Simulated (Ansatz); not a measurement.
# GaC (doublet): wave-function methods side by side, cc-pVDZ

Aim: climb from Hartree-Fock through coupled cluster and multireference methods for GaC (doublet) at one geometry and basis, and see what each rung misses.

Program: Ansatz 0.2.0, Gaussian basis. Level of theory: cc-pVDZ, core rule «outside noble gas», up to 15 orbitals frozen. These are calculated values, not measurements.

To be run: UHF; CCSD(T) on ROHF; CCSD(T) on UHF; BCCD(T) on ROHF; CISD as a restricted active space (open shells left free, so some higher excitations enter); CCSDT(Q) on ROHF; CCSDT(Q) on UHF; CASSCF and MRCISD+Q, 7 electrons in 8 orbitals; CASSCF and NEVPT2, 7 electrons in 8 orbitals; Full CI.

15 further runs of the same task are left out: 5 that didn't finish, 10 set aside as unsound or not needed. Runs told in other sessions of the task aren't counted.

## (1) The geometry

The geometry is a PBE0/def2-TZVP stationary point (not a proven minimum) of the parent state, kept for this charge and spin. No spin-orbit coupling is included. The filled d shell of Ga may be among the frozen orbitals whatever the setting's name suggests.

2 atoms, charge 0, spin multiplicity 2.

Atoms are counted from 1 here; the program's logs count them from 0.

Bond lengths: C1–Ga2 2.002 Å.

As a file:

```xyz
2
CGa
C     0.0000    0.0000    0.0000
Ga    0.0000    0.0000    2.0016
```

## (2) UHF

The input, in.yaml:

```yaml
crystal:
  periodic: [false, false, false]
  atoms:
    - {symbol: C, position_ang: [0.000000, 0.000000, 0.000000]}
    - {symbol: Ga, position_ang: [0.000000, 0.000000, 2.001600]}
basis:
  gaussian: {orbitals: cc-pVDZ}
magnetization: {spin_polarized: true, initial_magnetization: 1}
hamiltonian: {xc: hf}
output: {orbitals: {seedname: orbitals}}
```

Started as:

```bash
ansatz run in.yaml --threads 1 --pin off --events-out ev --progress --plain --max-ram 2393MiB
```

After this run come: CCSD(T) on ROHF; CCSD(T) on UHF; BCCD(T) on ROHF; CISD as a restricted active space (open shells left free, so some higher excitations enter); CCSDT(Q) on ROHF; CCSDT(Q) on UHF; CASSCF and MRCISD+Q, 7 electrons in 8 orbitals; CASSCF and NEVPT2, 7 electrons in 8 orbitals; Full CI.

Q: Predict the results of all the runs planned. Wanted: FCI from the RHF energy; RMP2 from FCI; RCCSD from FCI; RCCSD(T) from FCI; RCCSDT(Q) from FCI; T1 diagnostic; effectively unpaired electrons.

The runs gave:

| quantity | value |
| --- | --- |
| FCI from the ROHF energy | -4.7496 eV |
| RMP2 from FCI | +155.6 kJ/mol |
| RCCSD from FCI | +46.5 kJ/mol |
| RCCSD(T) from FCI | +10.9 kJ/mol |
| RCCSDT(Q) from FCI | -0.3 kJ/mol |
| levels within 1 kcal/mol (43 meV) | RCCSDT(Q) |
| T1 diagnostic | 0.087 |
| effectively unpaired electrons | 1.97 |

In words: RCCSD(T) misses by +10.9 kJ/mol, 2.4 % of the correlation energy. RCCSDT(Q) falls below full CI, which methods that aren't variational can do. The occupations show strong static correlation (2.0 unpaired electrons where one determinant has 1). Coupled cluster on one determinant still stays close here. Coupled cluster took another determinant than the lowest Hartree-Fock one. These misses are within one basis, not against nature.

The restricted and unrestricted ladders end 1.30 eV apart at CCSDT(Q), which points to two states or an unsound top rung; rows of one don't measure the error of the other.
